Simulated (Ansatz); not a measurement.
# SnO (tin(ii) oxide) at HF/def2-TZVPPD (core potential)

Aim: the electronic atomisation energy of SnO (tin(ii) oxide) at HF/def2-TZVPPD (core potential), from 3 runs. 

Program for the calculation: Ansatz 0.2.0.

47 further runs of the same task are left out: 1 that didn't finish, 46 set aside as unsound or not needed.

### Step 1. The structure to begin with

The species is SnO (2 atoms), meant as a singlet with charge 0. As SMILES, `[O]=[Sn]`. The shape is that of a PBE0-D4/def2-TZVP optimisation.

Bond lengths: O1–Sn2 1.818 Å.

### Step 2. The energy at HF/def2-TZVPPD (core potential)

molecule.yaml reads:

```yaml
crystal:
  periodic: [false, false, false]
  atoms:
    - {symbol: O, position_ang: [-0.000000, 0.000000, -0.007080]}
    - {symbol: Sn, position_ang: [0.000000, -0.000000, 1.810660]}
basis:
  gaussian: {orbitals: def2-TZVPPD.json}
output: {orbitals: {seedname: orbitals}}
hamiltonian: {xc: hf}
accuracy: high
```

The basis set def2-TZVPPD is read from a file made from the Basis Set Exchange's data (not shown).

Command:

```
$ ansatz run molecule.yaml --threads 1 --pin off --max-ram 3480MiB --events-out events.jsonl --progress --plain --runs-dir runs
```

Output:

```text
Warning: RAYON_NUM_THREADS=1 ignored (pool sized by the plan → 1); use --threads N
Functional definition: HF
  name "HF"
  exchange = exact_x
  correlation = 0
1538 factors; integrals over basis functions are off by at most 3.3e-9 eV
mean field evaluation 1: about -7835.6436 eV, gradient 5.8e1 eV
mean field evaluation 2: about -7835.6477 eV, gradient 5.8e1 eV
mean field evaluation 4: about -7842.7403 eV, gradient 6.0e0 eV
mean field evaluation 8: about -7842.8709 eV, gradient 1.7e-1 eV
mean field -7842.87125261 eV, -288.2202024443 hartree, gradient 8.0e-8 eV, S^2 0.000000; 0 other end points of the search recorded, 0 dependent functions left out
reference -7842.87125261 eV, -288.2202024443 hartree; 15, 15 occupied and 81, 81 virtual orbitals, 1538 factors
Total energy: -7842.87125261 eV, -288.2202024443 hartree
```

Wall time 2.8 s (1 thread of Arm Neoverse V1, shared host); peak memory 0.19 GiB.

### Step 3. The O atom

input.yaml reads:

```yaml
crystal:
  periodic: [false, false, false]
  atoms:
    - {symbol: O, position_ang: [0.000000, 0.000000, 0.000000]}
basis:
  gaussian:
    orbitals: def2-TZVPPD.json
magnetization:
  spin_polarized: true
  initial_magnetization: 2
accuracy: high
hamiltonian:
  xc: hf
```

The basis set def2-TZVPPD is read from a file made from the Basis Set Exchange's data (not shown).

Run the same way, it converges to -74.81595 Eh (log not shown).

### Step 4. The Sn atom, same level

job.yaml reads:

```yaml
crystal:
  periodic: [false, false, false]
  atoms:
    - {symbol: Sn, position_ang: [0.000000, 0.000000, 0.000000]}
basis:
  gaussian:
    orbitals: def2-TZVPPD.json
magnetization:
  spin_polarized: true
  initial_magnetization: 2
hamiltonian:
  xc: hf
accuracy: high
```

The basis set def2-TZVPPD is read from a file made from the Basis Set Exchange's data (not shown).

Run the same way, it converges to -213.33996 Eh (log not shown).

### Step 5. What came out

At HF/def2-TZVPPD (core potential):

| quantity | value |
| --- | --- |
| molecule: total energy | -288.22020 Eh |
| molecule: HOMO energy | -10.46 eV |
| molecule: LUMO energy | 0.14 eV |
| molecule: HOMO–LUMO gap | 10.59 eV |
| O atom: total energy | -74.81595 Eh |
| O atom: ⟨S²⟩ | 2.009 |
| Sn atom: total energy | -213.33996 Eh |
| Sn atom: ⟨S²⟩ | 2.012 |
| electronic atomisation energy | 1.749 eV |

**Reading.** Taking the molecule apart into free atoms costs 1.75 eV (169 kJ/mol), before zero-point energy and without spin-orbit coupling. Hartree–Fock lacks the correlation of the bonding pairs, which as a rule makes this value much too low; in minimal bases other errors can mask that.
